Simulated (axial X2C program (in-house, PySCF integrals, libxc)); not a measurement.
**Linear KCN⁻ at several levels**

One table from this session's results is given with a row withheld; the runs are named, their logs left out.

Program: an in-house X2C program for linear molecules on PySCF integrals. Level of theory: all-electron X2C, two-component (2c) or spin-free, K dyall-v3z, C dyall-v3z, N dyall-av3z. These are calculated values, not measurements.

All values are calculated.

2 further runs of the same task are left out: 2 set aside as unsound or not needed.

The first run:

File task.json:

```json
{
 "zs": [
  19,
  6,
  7
 ],
 "q": -1,
 "bas": [
  "dyall-v3z",
  "dyall-v3z",
  "dyall-av3z"
 ],
 "r0": [
  2.66,
  1.16
 ],
 "symm": 0,
 "scan": [
  "PBE0",
  "HF",
  "LDA"
 ],
 "levels": [
  "PBE0",
  "HF",
  "B3LYP"
 ],
 "nst": 2
}
```

Keys: zs atomic numbers; q charge; bas basis sets; r0 starting distance in Å; symm equal bonds; scan levels of the two-bond scan (MP2 follows by itself at each HF point); levels methods; nst determinants followed.

The run is started by

```
python solin.py task.json out
```

Masses K 38.964, C 12.000, N 14.003 u.

Among the steps run: Scan at PBE0, 2c; Scan at HF, 2c; Scan at LDA, 2c.

One table of the session follows, with a row left open; its other results are not shown here.

| level | r(K–C) (Å) | r(C–N) (Å) | lower stretch (cm⁻¹) | upper stretch (cm⁻¹) |
| --- | --- | --- | --- | --- |
| PBE0, 2c | 2.741 | 1.165 | 214.7 | 2197.0 |
| HF, 2c | 2.807 | 1.146 | 209.8 | 2356.7 |
| LDA, 2c | ? | ? | ? | ? |
| MP2, 2c | 2.745 | 1.186 | 216.0 | 2020.4 |
| PBE0, spin-free | 2.741 | 1.165 | 214.7 | 2197.0 |
| HF, spin-free | 2.807 | 1.146 | 209.8 | 2356.8 |
| LDA, spin-free | 2.683 | 1.169 | 222.2 | 2145.4 |
| MP2, spin-free | 2.745 | 1.186 | 216.0 | 2020.5 |

Q: Estimate the row for LDA, 2c from the others.

**Answer.** r(K–C) (Å): 2.683; r(C–N) (Å): 1.169; lower stretch (cm⁻¹): 222.2; upper stretch (cm⁻¹): 2145.3.

Scans not shown above were run alike.

**Reading.** Over the levels the K–C bond spans 2.683 to 2.807 Å and the C–N bond 1.146 to 1.186 Å. At PBE0 spin–orbit coupling leaves both bonds unchanged to 0.001 Å. A spread of over 0.1 Å marks a weak, flat bond or a change of state between levels. Each state is one determinant, the lowest of a limited PBE0 search; the stretches come from a fit to few points and are good to some per cent at best. MP2 freezes inner shells (threshold -2 hartree). For an anion the highest level of a functional can be positive, and the basis then holds the extra electron. The molecule was held linear; bending was not examined, so a bent shape may lie lower.
